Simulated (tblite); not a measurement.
# C6H13ClGeO: the cost of one run

Programs: tblite 0.8.0 and PySCF 2.14.0, with density-fitted response routines of our own. Each step states its level of theory. These are calculated values for one molecule in the gas phase, unless marked as measured. Atoms count from 0, in the outputs and in this text.

## 1. The starting structure

22 atoms, charge 0, multiplicity 1; geometry from: force field or distance geometry start.

Bonds of the start (Å): C0–O1 1.37, O1–Ge2 1.78, Ge2–C3 1.93, Ge2–C4 1.92, C4–Cl5 1.78, C4–C6 1.49, C6–C7 1.51, C7–C8 1.50, C8–C6 1.52, C0–H9 1.11, C0–H10 1.11, C0–H11 1.12, Ge2–H12 1.55, C3–H13 1.11, C3–H14 1.13, C3–H15 1.09, C4–H16 1.10, C6–H17 1.10, C7–H18 1.12, C7–H19 1.10, C8–H20 1.12, C8–H21 1.10.

## 2. Relaxing the molecule with GFN2-xTB

Job settings and geometry (Å):

```
{"job": {"kind": "relax", "xc": "GFN2-xTB", "basis": "xTB"}, "charge": 0, "multiplicity": 1}
C     -3.373300    -0.961100     0.444100
O     -2.030100    -1.213800     0.402600
Ge    -1.082800    -0.002800    -0.497500
C     -1.133700     1.756600     0.289300
C      0.685800    -0.724800    -0.688900
Cl     0.935800    -1.274200    -2.368500
C      1.780500     0.238900    -0.367600
C      3.238700    -0.141700    -0.451800
C      2.552800    -0.149200     0.886800
H     -3.651700    -0.525300    -0.536300
H     -3.667800    -0.299200     1.287200
H     -3.898600    -1.946100     0.527500
H     -1.725100     0.107500    -1.908300
H     -1.906400     2.353600    -0.231900
H     -1.490500     1.709900     1.358300
H     -0.184700     2.298900     0.239600
H      0.797500    -1.607700    -0.036700
H      1.614500     1.315200    -0.534600
H      3.933400     0.705000    -0.661500
H      3.490100    -1.087800    -0.944200
H      2.347900    -1.150500     1.340300
H      2.757400     0.617800     1.649700
```

Command:

```console
$ OMP_NUM_THREADS=1 python probes_run.py task.json out
```

One launch serves the whole session: the jobs run in the order shown.

Q: Estimate the wall time and peak memory of this first job on 1 thread of Arm Neoverse N1, shared host.

About 2.2 s, with a peak of 0.18 GiB.
